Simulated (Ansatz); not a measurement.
# BCl₃H₂Si: basis-set convergence

How large a basis does BCl₃H₂Si need? Two functionals are run in growing sets.

The runs use Ansatz 0.2.0, Gaussian basis; one geometry, several basis sets.

Plan: PBE0-D4/def2-SVP; ωB97M-V/def2-SVP; PBE0-D4/def2-QZVPP; ωB97M-V/def2-QZVPP; the functionals' def2-TZVPP values are taken from earlier runs.

### Step 1. The relaxed structure

The geometry comes from an earlier relaxation with PBE0-D4 in a triple-zeta def2 set; it is a stationary point, not always the lowest conformer.

SMILES `B[Si](Cl)(Cl)Cl`, 7 atoms, charge 0, spin multiplicity 1.

Atoms are counted from 1 here; the program's logs count them from 0.

Bond lengths: B1–Si2 1.997 Å, B1–H6 1.192 Å, B1–H7 1.192 Å, Si2–Cl3 2.041 Å, Si2–Cl4 2.050 Å, Si2–Cl5 2.041 Å. Angles: Si2–B1–H6 119.9°, Si2–B1–H7 119.9°, H6–B1–H7 120.1°, B1–Si2–Cl3 114.0°, B1–Si2–Cl4 103.4°, B1–Si2–Cl5 114.0°, Cl3–Si2–Cl4 108.8°, Cl3–Si2–Cl5 107.5°, Cl4–Si2–Cl5 108.8°.

### Step 2. PBE0-D4 in def2-SVP

in.yaml reads:

```yaml
crystal:
  periodic: [false, false, false]
  atoms:
    - {symbol: B, position_ang: [0.273032, 0.172559, 1.230256]}
    - {symbol: Si, position_ang: [-0.137714, -0.042574, -0.712587]}
    - {symbol: Cl, position_ang: [-1.885444, 0.836324, -1.294356]}
    - {symbol: Cl, position_ang: [-0.310347, -2.072392, -0.941412]}
    - {symbol: Cl, position_ang: [1.333886, 0.636899, -1.952827]}
    - {symbol: H, position_ang: [-0.616200, 0.263322, 2.019193]}
    - {symbol: H, position_ang: [1.403986, 0.137863, 1.605933]}
basis:
  gaussian: {orbitals: def2-SVP}
hamiltonian: {xc: pbe0, dispersion: d4}
output: {orbitals: {seedname: orbitals}}
```

Started as:

```bash
$ ansatz run in.yaml --threads 4 --pin off --events-out ev --progress --plain --max-ram 10444MiB
```

The runs that follow: ωB97M-V in def2-SVP; PBE0-D4 in def2-QZVPP; ωB97M-V in def2-QZVPP.

Q: Predict the results of all the runs planned. Wanted: PBE0-D4: double and triple zeta above quadruple; ωB97M-V: double and triple zeta above quadruple.

**Answer**, as computed:

| quantity | value |
| --- | --- |
| PBE0-D4: double and triple zeta above quadruple | 18.05, 1.40 eV |
| ωB97M-V: double and triple zeta above quadruple | 17.88, 1.33 eV |

PBE0-D4 gains 16.64 eV from double to triple zeta, then 1.40 eV more. Total energies overstate the basis error of differences, where much of it tends to cancel.
